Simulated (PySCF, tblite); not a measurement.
**C₂H₉OSSi₂ radical: geometry, infrared bands and EPR parameters**

Aim: predict the infrared bands and EPR parameters of C₂H₉OSSi₂ radical (`[CH2]S[Si@H](C)[SiH2]O`).

The runs use tblite 0.8.0 and PySCF 2.14.0, with density-fitted response routines of our own; the level of theory stands in each step. All values are computed, except where a source is named. Atoms are numbered from 0 throughout.

**1. The starting structure**

15 atoms, charge 0, multiplicity 2; geometry from: force field or distance geometry start.

Bonds of the start (Å): C0–S1 1.82, S1–Si2 2.13, Si2–C3 1.89, Si2–Si4 2.24, Si4–O5 1.70, C0–H6 1.10, C0–H7 1.09, Si2–H8 1.47, C3–H9 1.11, C3–H10 1.09, C3–H11 1.11, Si4–H12 1.45, Si4–H13 1.46, O5–H14 0.98.

**2. Geometry optimisation with GFN2-xTB**

What the job is given:

```
{"job": {"kind": "relax", "xc": "GFN2-xTB", "basis": "xTB"}, "charge": 0, "multiplicity": 2}
C      3.099800    -0.955700     0.377400
S      1.630500    -0.062600     0.984900
Si     0.239200     0.317000    -0.586400
C     -0.438700     2.075800    -0.444300
Si    -1.536100    -1.036600    -0.454100
O     -1.917800    -1.203600     1.197400
H      3.643100    -0.256000    -0.275900
H      2.725400    -1.774400    -0.244000
H      0.855400     0.156300    -1.916400
H     -1.487700     2.048300    -0.091100
H     -0.386100     2.504900    -1.448700
H      0.192500     2.659400     0.251300
H     -1.200800    -2.324200    -1.042500
H     -2.663200    -0.457500    -1.188500
H     -2.759800    -1.683300     1.353400
```

Command:

```sh
OMP_NUM_THREADS=1 python probes_run.py task.json out
```

This one command runs all jobs of the session in turn.

Standard output:

```text
step      E/eV     max force
  0    -532.78594    2.950
  1    -533.08453    2.191
  2    -533.29915    1.767
  3    -533.38062    0.786
  4    -533.50398    0.531
  5    -533.54153    0.518
  6    -533.57408    0.604
  7    -533.60335    0.580
  8    -533.62711    0.533
  9    -533.64616    0.584
 10    -533.66267    0.430
 11    -533.67452    0.302
 12    -533.68353    0.486
 13    -533.69263    0.402
 14    -533.70300    0.362
 15    -533.71850    0.251
 16    -533.72598    0.266
 17    -533.73717    0.266
 18    -533.74517    0.244
 19    -533.75393    0.249
 20    -533.76181    0.213
 21    -533.76935    0.231
 22    -533.77629    0.288
 23    -533.78363    0.290
 24    -533.79240    0.358
 25    -533.80193    0.348
 26    -533.81086    0.229
 27    -533.81778    0.281
 28    -533.82153    0.155
 29    -533.82367    0.488
 30    -533.82827    0.240
 31    -533.83608    0.207
 32    -533.84389    0.410
 33    -533.84811    0.408
 34    -533.85262    0.342
 35    -533.85645    0.113
 36    -533.86009    0.266
 37    -533.86280    0.162
 38    -533.86645    0.105
 39    -533.86806    0.128
 40    -533.87044    0.137
 41    -533.87359    0.245
 42    -533.87756    0.251
 43    -533.88215    0.128
 44    -533.88361    0.123
 45    -533.88589    0.145
 46    -533.88871    0.225
 47    -533.89351    0.282
 48    -533.89853    0.335
 49    -533.90506    0.249
 50    -533.91058    0.213
 51    -533.91619    0.298
 52    -533.92125    0.204
 53    -533.92320    0.289
 54    -533.92439    0.364
 55    -533.92707    0.168
 56    -533.92900    0.127
 57    -533.93655    0.137
 58    -533.93914    0.172
 59    -533.94126    0.147
 60    -533.94530    0.103
 61    -533.94721    0.091
 62    -533.94863    0.075
 63    -533.94929    0.085
 64    -533.94997    0.077
 65    -533.95089    0.087
 66    -533.95182    0.087
 67    -533.95250    0.063
 68    -533.95303    0.053
 69    -533.95351    0.069
 70    -533.95402    0.067
 71    -533.95450    0.069
 72    -533.95495    0.066
 73    -533.95543    0.057
 74    -533.95605    0.085
 75    -533.95678    0.084
 76    -533.95743    0.051
 77    -533.95786    0.048
 78    -533.95819    0.052
 79    -533.95869    0.079
 80    -533.95958    0.090
 81    -533.96086    0.070
 82    -533.96206    0.071
 83    -533.96292    0.066
 84    -533.96365    0.081
 85    -533.96423    0.074
 86    -533.96479    0.064
 87    -533.96533    0.074
 88    -533.96596    0.080
 89    -533.96688    0.095
 90    -533.96809    0.080
 91    -533.96876    0.056
 92    -533.96915    0.045
 93    -533.96946    0.054
 94    -533.96989    0.055
 95    -533.97058    0.126
 96    -533.97154    0.126
 97    -533.97292    0.144
 98    -533.97446    0.100
 99    -533.97549    0.089
100    -533.97612    0.065
101    -533.97701    0.091
102    -533.97848    0.074
103    -533.97967    0.070
104    -533.98080    0.071
105    -533.98166    0.074
106    -533.98236    0.073
107    -533.98317    0.079
108    -533.98403    0.060
109    -533.98503    0.082
110    -533.98562    0.091
111    -533.98669    0.106
112    -533.98776    0.138
113    -533.98858    0.112
114    -533.98968    0.096
115    -533.99063    0.084
116    -533.99091    0.049
117    -533.99111    0.046
118    -533.99131    0.041
119    -533.99160    0.051
120    -533.99192    0.052
121    -533.99218    0.048
122    -533.99236    0.033
123    -533.99250    0.044
124    -533.99271    0.046
125    -533.99308    0.065
126    -533.99370    0.069
127    -533.99446    0.070
128    -533.99498    0.048
129    -533.99522    0.035
130    -533.99535    0.027
131    -533.99545    0.025
132    -533.99562    0.029
133    -533.99587    0.039
134    -533.99624    0.042
135    -533.99648    0.033
136    -533.99667    0.035
137    -533.99686    0.033
138    -533.99710    0.046
139    -533.99740    0.052
140    -533.99772    0.076
141    -533.99808    0.059
142    -533.99839    0.032
143    -533.99855    0.030
144    -533.99869    0.031
145    -533.99881    0.029
146    -533.99891    0.029
147    -533.99904    0.030
148    -533.99920    0.038
149    -533.99937    0.040
150    -533.99953    0.029
151    -533.99966    0.029
152    -533.99976    0.032
153    -533.99982    0.024
154    -533.99987    0.016
155    -533.99991    0.016
156    -533.99996    0.016
157    -534.00000    0.018
158    -534.00005    0.020
159    -534.00013    0.025
160    -534.00025    0.035
161    -534.00045    0.042
162    -534.00069    0.045
163    -534.00085    0.034
164    -534.00093    0.018
165    -534.00097    0.018
166    -534.00107    0.033
167    -534.00124    0.053
168    -534.00155    0.065
169    -534.00202    0.087
170    -534.00276    0.109
171    -534.00357    0.094
172    -534.00466    0.087
173    -534.00527    0.061
174    -534.00579    0.040
175    -534.00602    0.065
176    -534.00621    0.040
177    -534.00636    0.031
178    -534.00653    0.039
179    -534.00671    0.025
180    -534.00674    0.042
181    -534.00686    0.034
182    -534.00695    0.022
183    -534.00710    0.036
184    -534.00735    0.039
185    -534.00766    0.058
186    -534.00817    0.072
187    -534.00879    0.112
188    -533.99597    0.545
189    -534.00959    0.090
190    -534.01009    0.061
191    -534.01185    0.103
192    -534.01260    0.089
193    -534.01372    0.068
194    -534.01437    0.062
195    -534.01477    0.054
196    -534.01514    0.062
197    -534.01544    0.068
198    -534.01618    0.049
199    -534.01755    0.151
200    -534.01922    0.129
201    -534.02170    0.165
202    -534.01526    0.481
203    -534.02638    0.121
204    -534.02899    0.112
205    -534.03115    0.405
206    -534.03617    0.106
207    -534.03913    0.117
208    -534.04008    0.389
209    -534.04670    0.121
210    -534.04967    0.140
211    -534.04871    0.403
212    -534.05600    0.153
213    -534.05825    0.138
214    -534.05408    0.301
215    -534.06175    0.083
216    -534.06242    0.154
217    -534.06409    0.096
218    -534.06463    0.080
219    -534.06532    0.060
220    -534.06593    0.051
221    -534.06642    0.120
222    -534.06713    0.067
223    -534.06789    0.058
224    -534.06837    0.082
225    -534.06875    0.060
226    -534.06898    0.088
227    -534.06966    0.062
228    -534.07026    0.055
229    -534.07086    0.079
230    -534.07170    0.070
231    -534.07248    0.085
232    -534.07324    0.095
233    -534.07379    0.113
234    -534.07437    0.071
235    -534.07493    0.067
236    -534.07573    0.064
237    -534.07663    0.060
238    -534.07763    0.067
239    -534.07859    0.078
240    -534.07952    0.086
241    -534.08048    0.077
242    -534.08182    0.089
243    -534.08306    0.117
244    -534.08409    0.077
245    -534.08518    0.081
246    -534.08721    0.114
247    -534.08844    0.100
248    -534.08481    0.338
249    -534.08999    0.086
250    -534.09062    0.101
251    -534.09135    0.063
252    -534.09182    0.108
253    -534.09234    0.093
254    -534.09345    0.088
255    -534.09397    0.082
256    -534.09432    0.064
257    -534.09444    0.067
258    -534.09486    0.047
259    -534.09508    0.041
260    -534.09535    0.042
261    -534.09567    0.055
262    -534.09603    0.055
263    -534.09638    0.059
264    -534.09663    0.056
265    -534.09683    0.064
266    -534.09704    0.034
267    -534.09726    0.030
268    -534.09738    0.030
269    -534.09753    0.028
270    -534.09768    0.026
271    -534.09783    0.026
272    -534.09804    0.037
273    -534.09821    0.039
274    -534.09827    0.051
275    -534.09838    0.025
276    -534.09841    0.021
277    -534.09845    0.014
278    -534.09848    0.012
279    -534.09851    0.010
```

Wall time 2.3 s (1 thread of Arm Neoverse V1, shared host).

The steps of the relaxation: (not every step is listed)

| step | energy from step 0 (eV) | largest force (eV/Å) |
| --- | --- | --- |
| 0 | 0.0000 | 2.9499 |
| 1 | -0.2986 | 2.1910 |
| 2 | -0.5132 | 1.7665 |
| 3 | -0.5947 | 0.7863 |
| 4 | -0.7180 | 0.5311 |
| 5 | -0.7556 | 0.5180 |
| 6 | -0.7881 | 0.6043 |
| 7 | -0.8174 | 0.5796 |
| 8 | -0.8412 | 0.5328 |
| 34 | -1.0667 | 0.3420 |
| 60 | -1.1594 | 0.1030 |
| 86 | -1.1789 | 0.0637 |
| 112 | -1.2018 | 0.1383 |
| 138 | -1.2112 | 0.0461 |
| 164 | -1.2150 | 0.0184 |
| 190 | -1.2242 | 0.0605 |
| 216 | -1.2765 | 0.1535 |
| 242 | -1.2959 | 0.0893 |
| 268 | -1.3114 | 0.0298 |
| 274 | -1.3123 | 0.0510 |
| 275 | -1.3124 | 0.0246 |
| 276 | -1.3125 | 0.0213 |
| 277 | -1.3125 | 0.0144 |
| 278 | -1.3125 | 0.0120 |
| 279 | -1.3126 | 0.0098 |

Close pairs (by a distance rule), those that changed most:

| bond | before (Å) | after (Å) | change (Å) |
| --- | --- | --- | --- |
| C0–S1 | 1.824 | 1.703 | -0.121 |
| Si4–O5 | 1.703 | 1.629 | -0.074 |
| Si2–Si4 | 2.236 | 2.308 | +0.072 |
| S1–Si2 | 2.133 | 2.192 | +0.059 |
| C0–H6 | 1.101 | 1.071 | -0.030 |
| O5–H14 | 0.982 | 0.953 | -0.028 |
| C0–H7 | 1.094 | 1.072 | -0.021 |
| C3–H9 | 1.107 | 1.088 | -0.020 |

The end geometry stands in the next job.

**3. Harmonic vibrations with GFN2-xTB**

What the job is given:

```
{"job": {"kind": "ir", "xc": "GFN2-xTB", "basis": "xTB"}, "charge": 0, "multiplicity": 2}
C      2.618268    -1.163512    -0.345983
S      2.182922     0.382390     0.219942
Si     0.153774     0.547986    -0.591308
C     -0.420641     2.249854     0.031138
Si    -1.130820    -1.245505     0.086599
O     -2.524223    -0.830057    -0.648684
H      3.604127    -1.496495    -0.093229
H      2.126001    -1.568606    -1.208334
H      0.395434     0.642816    -2.043401
H     -0.484576     2.269743     1.116590
H     -1.404567     2.483522    -0.363961
H      0.260648     3.041485    -0.270344
H     -1.353826    -1.372985     1.534017
H     -0.709998    -2.577292    -0.368656
H     -3.316937    -1.355356    -0.581952
```

Standard output:

```text
mode    cm-1     km/mol
  1      30.7      0.13
  2      50.5      0.77
  3      81.8      2.05
  4     117.2      0.25
  5     124.3      0.61
  6     142.0      3.63
  7     184.9      2.42
  8     213.0      1.96
  9     219.2      0.82
 10     316.9     69.65
 11     408.2     45.84
 12     428.2     27.29
 13     438.2     57.44
 14     501.3     36.15
 15     594.3    184.94
 16     601.5     57.79
 17     639.0    280.35
 18     710.7    220.44
 19     749.3     67.67
 20     809.9    297.61
 21     814.8     18.78
 22     822.3     97.17
 23     839.4    164.28
 24     881.6    157.69
 25     892.0     15.50
 26     933.1      1.74
 27    1355.4     13.21
 28    1361.9      8.92
 29    1468.8      1.20
 30    1471.9      0.83
 31    2136.5    157.15
 32    2173.7    484.54
 33    2209.9    154.12
 34    3024.8     17.66
 35    3029.1     12.91
 36    3045.8     17.24
 37    3109.9     17.38
 38    3173.3     11.05
 39    3657.1      4.55
```

It took 0.61 s on 1 thread of Arm Neoverse V1, shared host.

Which atoms move in the most intense modes:

| cm⁻¹ | km/mol | atoms |
| --- | --- | --- |
| 594 | 184.9 | H8 81 % |
| 639 | 280.4 | H8 84 % |
| 711 | 220.4 | H12 32 %, H13 29 %, H14 22 % |
| 810 | 297.6 | H14 32 %, H11 23 %, H10 10 % |
| 839 | 164.3 | H12 38 %, H13 37 % |
| 882 | 157.7 | O5 51 %, Si4 36 %, H14 10 % |
| 2136 | 157.2 | H8 92 % |
| 2174 | 484.5 | H12 54 %, H13 38 % |

**4. g tensor and hyperfine couplings: B3LYP/pcH-1**

Settings changed since step 3:

```diff
@@ -1,2 +1,2 @@
-{"job": {"kind": "ir", "xc": "GFN2-xTB", "basis": "xTB"}, "charge": 0, "multiplicity": 2}
+{"job": {"kind": "epr", "basis": "pcH-1"}, "charge": 0, "multiplicity": 2}
 C      2.618268    -1.163512    -0.345983
```

Level: UKS B3LYP, pcH-1 on C H O S Si, non-relativistic, mean-field spin-orbit, GIAO.

Standard output:

```text
UKS, coarse grid
  cycle   1  E = -1133.94163844  |g| = 6.33e-01
  cycle   2  E = -1133.69850206  |g| = 1.01e+00
  cycle   3  E = -1134.08219268  |g| = 9.87e-02
  cycle   4  E = -1134.08535253  |g| = 4.81e-02
  cycle   5  E = -1134.08645180  |g| = 7.92e-03
  cycle   6  E = -1134.08648848  |g| = 3.11e-03
  cycle   7  E = -1134.08649344  |g| = 1.81e-03
  cycle   8  E = -1134.08649588  |g| = 6.81e-04
UKS, final grid
  cycle   1  E = -1134.08652825  |g| = 1.01e-03
  cycle   2  E = -1134.08652742  |g| = 1.61e-03
  cycle   3  E = -1134.08652880  |g| = 9.67e-05
  cycle   4  E = -1134.08652880  |g| = 2.68e-05
E = -1134.08652880 Eh   <S^2> = 0.7541 (exact 0.7500)
g shifts (ppm)      1          2          3
  rmc          -162       -162       -162
  gc              2         52         39
  oz_so        -239       3023       6509
  total        -398       2914       6386
hyperfine (MHz)  atom isotope    a_iso     a_fc   dipolar eigenvalues
    0   13C     117.21     116.87    -69.10    -68.47    137.57
    1   33S       3.28       3.60    -24.50    -19.73     44.23
    2  29Si       0.83       0.78     -1.52      0.26      1.27
    3   13C      -0.74      -0.74     -0.40     -0.02      0.43
    4  29Si      -3.86      -3.88     -1.82      0.71      1.11
    5   17O      -0.04      -0.04     -0.13     -0.02      0.14
    6    1H     -48.49     -48.60    -32.50     -1.44     33.94
    7    1H     -38.73     -38.82    -32.42     -1.19     33.61
    8    1H       6.04       6.04     -1.88     -1.52      3.40
    9    1H       0.80       0.79     -1.04     -0.96      2.00
   10    1H      -0.69      -0.70     -0.68     -0.54      1.22
   11    1H       0.64       0.64     -1.17     -0.90      2.07
   12    1H      -0.20      -0.20     -1.04     -0.88      1.92
   13    1H       5.74       5.74     -1.74     -1.35      3.09
   14    1H       0.61       0.61     -0.43     -0.40      0.82
```

It took 91 s on 1 thread of Arm Neoverse V1, shared host; peak memory 0.92 GiB.

Principal g values 2.00192, 2.00523, 2.00871; g(iso) = 2.00529, against 2.00232 for a free electron.

Hyperfine couplings; where a row names several nuclei, a(iso) is their mean (it holds for fast rotation or exchange) and the dipolar term the largest among them:

| nuclei | isotope | a(iso) (MHz) | a(iso) (G, at g = 2.0023) | largest dipolar term (MHz) |
| --- | --- | --- | --- | --- |
| C0 | 13C | 117.2 | 41.8 | 137.6 |
| H6, H7 | 1H | -43.6 | -15.6 | 33.9 |
| H8 | 1H | 6.0 | 2.2 | 3.4 |
| H13 | 1H | 5.7 | 2.0 | 3.1 |
| Si4 | 29Si | -3.9 | -1.4 | -1.8 |
| S1 | 33S | 3.3 | 1.2 | 44.2 |
| Si2 | 29Si | 0.8 | 0.3 | -1.5 |
| C3 | 13C | -0.7 | -0.3 | 0.4 |
| H14 | 1H | 0.6 | 0.2 | 0.8 |
| H9, H10, H11 | 1H | 0.2 | 0.1 | 2.1 |
| H12 | 1H | -0.2 | -0.1 | 1.9 |
| O5 | 17O | 0.0 | 0.0 | 0.1 |

Mulliken spin populations:

C0 0.86; S1 0.18; Si2 0.02; C3 0.00; Si4 0.01; O5 0.00; H6 -0.03; H7 -0.03; H8 0.00; H9 0.00; H10 0.00; H11 0.00; H12 0.00; H13 0.00; H14 0.00

In first order the couplings over 0.8 MHz of 1H give 12 distinct lines over 35.3 G, if the averaged nuclei exchange fast.

Orbitals, density, ELF and potential are computed afterwards from the orbital file.

ELF in a plane through or near 6 of the atoms.

Values, 10 rows by 14 columns:
```
0.00 0.00 0.00 0.00 0.00 0.00 0.00 0.00 0.00 0.00 0.00 0.00 0.00 0.00
0.00 0.00 0.00 0.00 0.00 0.00 0.00 0.08 0.21 0.01 0.00 0.00 0.00 0.00
0.00 0.00 0.00 0.01 0.24 0.29 0.01 0.96 0.99 0.19 0.04 0.00 0.00 0.00
0.00 0.00 0.00 0.07 0.80 0.90 0.15 0.52 0.20 0.97 0.92 0.00 0.00 0.00
0.00 0.00 0.34 0.48 0.72 0.60 0.47 0.43 0.75 0.51 0.39 0.00 0.00 0.00
0.00 0.02 0.88 0.81 0.37 0.17 0.51 0.91 0.44 0.07 0.04 0.00 0.00 0.00
0.00 0.00 0.02 0.12 0.58 0.04 0.40 0.14 0.34 0.86 0.43 0.00 0.00 0.00
0.00 0.00 0.00 0.00 0.00 0.31 1.00 0.99 0.30 0.73 0.77 0.00 0.00 0.00
0.00 0.00 0.00 0.00 0.00 0.23 0.98 0.88 0.01 0.02 0.03 0.00 0.00 0.00
0.00 0.00 0.00 0.00 0.00 0.00 0.00 0.00 0.00 0.00 0.00 0.00 0.00 0.00
```
The map spans 13.0 Å across and 11.0 Å up, centred on the molecule. Atoms in the plane (x, y in Å): C0 (-2.9, -0.1), C3 (1.3, 1.9), Si4 (0.6, -1.6), H6 (-3.9, 0.0), H11 (0.9, 2.9), H13 (-0.3, -2.7).

log10 of the density (e/Å³) in the same plane.

Ten even steps from '0' (-4.0) to '9' (0.9):
```
0000000000000000000000000000
0000000000000001100000000000
0000000000000123322100000000
0000000112222345544210000000
0000001234433467765432000000
0000013455554568876543100000
0000124567766678988753100000
0002345678877778888653100000
0013456778887997766542000000
0024567887777997654321000000
0024568897666777655432000000
0013456777556777777653100000
0001345565456789889764100000
0000123344457778789764200000
0000001223457877677764100000
0000000012356765555543000000
0000000001234544333321000000
0000000000123332110000000000
0000000000001111000000000000
0000000000000000000000000000
```
The map spans 13.0 Å across and 11.0 Å up, centred on the molecule. Atoms in the plane (x, y in Å): C0 (-2.9, -0.1), C3 (1.3, 1.9), Si4 (0.6, -1.6), H6 (-3.9, 0.0), H11 (0.9, 2.9), H13 (-0.3, -2.7).

On the surface of density 0.002 e/bohr³ the electrostatic potential runs, from the 1st to the 99th percentile, from -0.89 V near O5 to 2.47 V near H14.

The spin density lies nearest to C0 57 %; S1 24 %; H6 10 %.

**5. Results**

| quantity | value |
| --- | --- |
| strongest single infrared mode (GFN2-xTB) | 2174 cm⁻¹, 485 km/mol |
| zero-point energy (GFN2-xTB) | 62.6 kcal/mol |
| g(iso) (B3LYP) | 2.00529 |
| ⟨S²⟩ | 0.754 (exact 0.75) |
| largest a(iso) (averaged by class) | 13C on C0, 117.2 MHz |
| surface potential, 1st and 99th percentile | -0.89 V and 2.47 V |

In words: Relaxing lowered the energy by 1.313 eV in 279 steps; the close pair that moved most is C0–S1, from 1.824 to 1.703 Å. No mode is imaginary among the 39: a minimum at this level. The strongest single mode, at 2174 cm⁻¹, moves mainly H12 and H13. GFN2-xTB is a fitted tight-binding method: band positions and strengths are rough. Its intensities can rank the bands wrongly. C0 carries the largest spin population, 0.86 e. The isotropic g lies 3.0 ppt above the free-electron value.
